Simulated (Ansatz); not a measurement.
Task: a formation energy from the elements of Ni3Pt and its elements, with the Ansatz DFT code, driven from Python. Give the script and its output. Use (first run): PBEsol, PAW, cutoff 272 eV, 7×7×7 k-points, Fermi-Dirac smearing of 0.05 eV, collinear spin.

Input file `ni3pt_ni3pt.cif`:
```cif
data_Ni3Pt
_cell_length_a 3.624567
_cell_length_b 3.624567
_cell_length_c 3.624567
_cell_angle_alpha 90.00000
_cell_angle_beta 90.00000
_cell_angle_gamma 90.00000
_symmetry_space_group_name_H-M 'P 1'
_symmetry_Int_Tables_number 1
loop_
_symmetry_equiv_pos_as_xyz
'x, y, z'
loop_
_atom_site_label
_atom_site_type_symbol
_atom_site_fract_x
_atom_site_fract_y
_atom_site_fract_z
Ni1 Ni    0.500000    0.000000    0.500000
Ni2 Ni    0.000000    0.500000    0.500000
Ni3 Ni    0.500000    0.500000    0.000000
Pt4 Pt    0.000000    0.000000    0.000000
```

Contents of `ni3pt_ni.vasp`:
```text
Ni
1.0
   0.00000000    1.76193500    1.76193500
   1.76193500    0.00000000    1.76193500
   1.76193500    1.76193500    0.00000000
Ni
1
Direct
   0.00000000    0.00000000    0.00000000
```

`ni3pt_pt.cif`
```cif
data_Pt
_cell_length_a 2.773131
_cell_length_b 2.773131
_cell_length_c 2.773131
_cell_angle_alpha 60.00000
_cell_angle_beta 60.00000
_cell_angle_gamma 60.00000
_symmetry_space_group_name_H-M 'P 1'
_symmetry_Int_Tables_number 1
loop_
_symmetry_equiv_pos_as_xyz
'x, y, z'
loop_
_atom_site_label
_atom_site_type_symbol
_atom_site_fract_x
_atom_site_fract_y
_atom_site_fract_z
Pt1 Pt    0.000000    0.000000    0.000000
```

The script, `formation_ni3pt.py`:
```python
"""Formation energy of Ni3Pt from the elements, after relaxing cells and atoms."""

from collections import Counter
import warnings

import ansatz as az
from ase.io import read
import numpy as np

POLARISED = {"Ni3Pt", "Ni"}


def ground_state(name, crystal):
    calc = (
        crystal.calculation()
        .scf(tolerance=1e-06, lower_state_search="light", algorithm="direct_min")
        .functional(az.Functional.PBESOL)
        .basis(20 * az.Ry)
        .kpoints(spacing=0.26)
        .occupations("fermi_dirac", width=0.05)
        .stress()
    )
    if name in POLARISED:
        calc = calc.spin("collinear")
    calc = calc.relax(force_tolerance=0.01, max_steps=60, cell=True)
    return calc.run(threads=1)


def counts(outcome):
    return Counter(site.symbol for site in outcome.lattice.sites)

def formation_energy(outcome, mu):
    n = counts(outcome)
    return (outcome.report["energy_sigma0_ev"] - sum(k * mu[element] for element, k in n.items())) / sum(n.values())


def volume_per_atom(outcome):
    return abs(np.linalg.det(outcome.lattice.cell_ang)) / len(outcome.lattice.sites)

warnings.simplefilter("ignore")

phases = {}
atoms = read("ni3pt_ni3pt.cif")
ni3pt = az.Crystal.from_ase(atoms).moments(Ni=1.5)
phases["Ni3Pt"] = ni3pt
atoms = read("ni3pt_ni.vasp", format="vasp")
ni = az.Crystal.from_ase(atoms).moments(Ni=1.5)
phases["Ni"] = ni
atoms = read("ni3pt_pt.cif")
pt = az.Crystal.from_ase(atoms)
phases["Pt"] = pt

done = {name: ground_state(name, crystal) for name, crystal in phases.items()}

# chemical potentials of the elements at zero temperature
references = {"Ni": "Ni", "Pt": "Pt"}
mu = {element: done[name].report["energy_sigma0_ev"] / len(done[name].lattice.sites) for element, name in references.items()}

target = done["Ni3Pt"]
heat = formation_energy(target, mu)
rows = [(name, len(o.lattice.sites), volume_per_atom(o), formation_energy(o, mu)) for name, o in done.items()]
print("| phase | atoms | V (A^3/atom) | E_form (eV/atom) |")
print("| --- | --- | --- | --- |")
for row in rows:
    print(f"| {row[0]} | {row[1]:d} | {row[2]:.3f} | {row[3]:.4f} |")
```

```console
$ python formation_ni3pt.py
| phase | atoms | V (A^3/atom) | E_form (eV/atom) |
| --- | --- | --- | --- |
| Ni3Pt | 4 | 12.097 | -0.1245 |
| Ni | 1 | 10.942 | 0.0000 |
| Pt | 1 | 15.115 | 0.0000 |
```

These settings explore the input space; cutoff and mesh may be short of convergence. The cutoff lies under the one recommended for these potentials. Other magnetic orders than the one started from may lie lower. For the metals among these phases the mesh is modest: differences between phases can be off by up to 40 meV an atom. The program warned that this SCF threshold is loose for forces or stresses. Spin-orbit coupling, which matters for elements this heavy, is left out. The cells come from databases of deposited and of computed structures, and not all need be stable phases. The compound is the structure given, not necessarily its lowest; energies are at zero temperature, with no correction for gases. Magnetic phases start from parallel moments and may not end in their lowest magnetic state. A semilocal functional's error on such energies is often 0.05 to 0.1 eV an atom, and 0.1 to 0.3 eV against gases such as O2 or F2. The script silences warnings, which a real study should read. Finished in 2.4 min on 1 thread of Arm Neoverse V2, with other jobs on the host, peak memory 0.61 GiB.
